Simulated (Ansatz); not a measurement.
**NaGe+ (triplet): the correlation ladder, aug-cc-pVDZ**

The task here is to estimate one member of a computed series from the others.

Computed with Ansatz 0.2.0, Gaussian basis. Level: aug-cc-pVDZ, core rule «outside noble gas», up to 19 orbitals frozen.

To be run: UHF; CCSD(T) on ROHF; CCSD(T) on UHF; BCCD(T) on ROHF; CISD; CCSDT(Q) on ROHF; CCSDT(Q) on UHF; Full CI.

38 further runs of the same task are left out: 12 for a known fault of the program, 9 that didn't finish, 17 set aside as unsound or not needed.

## The geometry

The geometry is a PBE0/def2-TZVP stationary point (not a proven minimum) of the parent state, kept for this charge and spin. No spin-orbit coupling is included. The filled d shell of Ge may be among the frozen orbitals whatever the setting's name suggests; the logs give the count.

2 atoms, charge 1, spin multiplicity 3.

Atoms are counted from 1 here; the program's logs count them from 0.

Bond lengths: Ge1–Na2 2.818 Å.

Coordinates:

| atom | x (Å) | y (Å) | z (Å) |
| --- | --- | --- | --- |
| Ge1 | 0.0000 | 0.0000 | 0.0000 |
| Na2 | 0.0000 | 0.0000 | 2.8182 |

The first run:

Contents of in.yaml:

```yaml
crystal:
  periodic: [false, false, false]
  atoms:
    - {symbol: Ge, position_ang: [0.000000, 0.000000, 0.000000]}
    - {symbol: Na, position_ang: [0.000000, 0.000000, 2.818200]}
basis:
  gaussian: {orbitals: aug-cc-pVDZ}
total_charge: 1
magnetization: {spin_polarized: true, initial_magnetization: 2}
hamiltonian: {xc: hf}
output: {orbitals: {seedname: orbitals}}
```

Command:

```bash
> ansatz run in.yaml --threads 1 --pin off --events-out ev --progress --plain --max-ram 2393MiB
```

Among the steps run: UHF; CCSD(T) on ROHF; CCSD(T) on UHF; BCCD(T) on ROHF; CISD; CCSDT(Q) on ROHF; CCSDT(Q) on UHF; Full CI.

One table of the session follows, with a row left open; its other results are not shown here.

It belongs to the step «Misses and costs». 

| method | from FCI (kcal/mol) |
| --- | --- |
| ROHF | +38.72 |
| UHF | +36.50 |
| RMP2 | +10.99 |
| UMP2 | +10.75 |
| CISD | +1.03 |
| RCCSD | +0.90 |
| UCCSD | ? |
| RCCSD(T) | +0.24 |
| UCCSD(T) | +0.02 |
| BCCD(T) | +0.24 |
| RCCSDT | +0.02 |
| UCCSDT | -0.19 |
| RCCSDT(Q) | 0.00 |
| UCCSDT(Q) | -0.21 |
| FCI | 0 |

Estimate the missing values for UCCSD.

**Answer.** from FCI (kcal/mol): +0.63. In the column «from FCI (kcal/mol)» it lies between BCCD(T) (+0.24) and RCCSD (+0.90).

To keep in mind: UCCSDT, UCCSDT(Q) fall below full CI: unrestricted runs freeze a spin-polarised core, another one than full CI's, and coupled cluster isn't variational. Levels on UHF freeze UHF's core orbitals, full CI those of ROHF, so the U rows can settle a little off it for that reason alone. Restricted and unrestricted rows rest on different reference determinants; where their highest levels disagree by more than a few hundredths of an eV, they describe different states and don't form one ladder.
